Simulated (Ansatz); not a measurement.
# Rb2CdSe2O6: the band gap up the ladder of functionals

An exercise on one series of results from a longer session: the logs are not shown, and one member is left open.

Program: Ansatz 0.2.0. PAW datasets, plane waves. Computed at 0 K without zero-point motion; spin polarisation is off.

**The cell**

The cell was relaxed beforehand with r2SCAN.

The symmetry is R-3m (No. 166, trigonal); conventional cell a = 5.756 Å, c = 19.718 Å, 17.15 Å³ an atom. Near Rb stand 9 O at 2.97–3.12 Å; near Cd stand 6 O at 2.33 Å; near Se stand 3 O at 1.70 Å; near O stand 1 Se at 1.70 Å and 1 Cd at 2.33 Å.

Structure file:

Space group R-3m:H (No. 166). a = 5.756 Å, b = 5.756 Å, c = 19.718 Å, α = 90.00°, β = 90.00°, γ = 120.00°
| atom | site | symmetry | x | y | z |
| --- | --- | --- | --- | --- | --- |
| Rb | 6c | 3m | 0.0000 | 0.0000 | 0.8033 |
| Cd | 3a | -3m | 0.0000 | 0.0000 | 0.0000 |
| Se | 6c | 3m | 0.6667 | 0.3333 | 0.9602 |
| O | 18h | .m | 0.8213 | 0.1787 | 0.9237 |

The first run:

Input file input.yaml:

```yaml
crystal:
  lattice:
    - [2.8782234451, 1.6617430808, 6.5726214865]
    - [-2.8782234451, 1.6617430808, 6.5726214865]
    - [0.0, -3.3234861616, 6.5726214865]
  atoms:
    - { symbol: Rb, position: [0.8032716874, 0.8032716874, 0.8032716874] }
    - { symbol: Rb, position: [0.1967283126, 0.1967283126, 0.1967283126] }
    - { symbol: Cd, position: [0.0, 0.0, 0.0] }
    - { symbol: Se, position: [0.626834575, 0.626834575, 0.626834575] }
    - { symbol: Se, position: [0.373165425, 0.373165425, 0.373165425] }
    - { symbol: O, position: [0.7449463368, 0.2811617129, 0.7449463368] }
    - { symbol: O, position: [0.7449463368, 0.7449463368, 0.2811617129] }
    - { symbol: O, position: [0.2811617129, 0.7449463368, 0.7449463368] }
    - { symbol: O, position: [0.2550536632, 0.7188382871, 0.2550536632] }
    - { symbol: O, position: [0.7188382871, 0.2550536632, 0.2550536632] }
    - { symbol: O, position: [0.2550536632, 0.2550536632, 0.7188382871] }
kpoints:
  mp_grid: { grid: [6, 6, 6] }
  band_path:
    path:
      - [[0.0, 0.0, 0.0], [0.5, 0.5, 0.5], [0.7907186510648, 0.2092813489352, 0.5]]
      - [[0.5, -0.2092813489352, 0.2092813489352], [0.5, -1.031405050603e-16, -1.940324338336e-16], [0.0, 0.0, 0.0], [0.3546406744676, -0.3546406744676, 5.826440407942e-34]]
      - [[0.6453593255324, 2.354517942594e-17, 0.3546406744676], [0.5, 1.554387817166e-16, 0.5], [0.0, 0.0, 0.0]]
    npoints: 10
hamiltonian:
  xc: pbe
scf:
  occupations: { method: fermi_dirac, width: 0.02 }
  n_extra_bands: 6
output:
  forces: true
  stress: true
  eigenvalues: true
```

Among the steps run: Band structure with PBE; r2SCAN at the same geometry; HSE06; PBE+SOC at the same geometry; PBE0.

One of the session's tables, all rows but one given; the rest of the session is left out.

```
  level  gap (eV)
    PBE      3.86
 r2SCAN         ?
  HSE06      5.44
PBE+SOC      3.86
   PBE0      6.20
```

Estimate the missing values for r2SCAN.

The run gave: gap (eV): 4.46. In the column «gap (eV)» it lies between PBE+SOC (3.86) and HSE06 (5.44).

Meshes: PBE 6×6×6, r2SCAN 6×6×6, HSE06 4×4×4, PBE+SOC 6×6×6, PBE0 4×4×4

In words: PBE+SOC gives the least gap, 3.86 eV, and PBE0 the largest, 6.20 eV. PBE reaches 71 % of the HSE06 value, and r2SCAN 82 %. PBE0 lies 0.75 eV above HSE06, which differs from it by screening the long-range exchange.

Limits of these values: Warnings in the runs' records: stress exchange threshold loose, stress scf threshold loose.
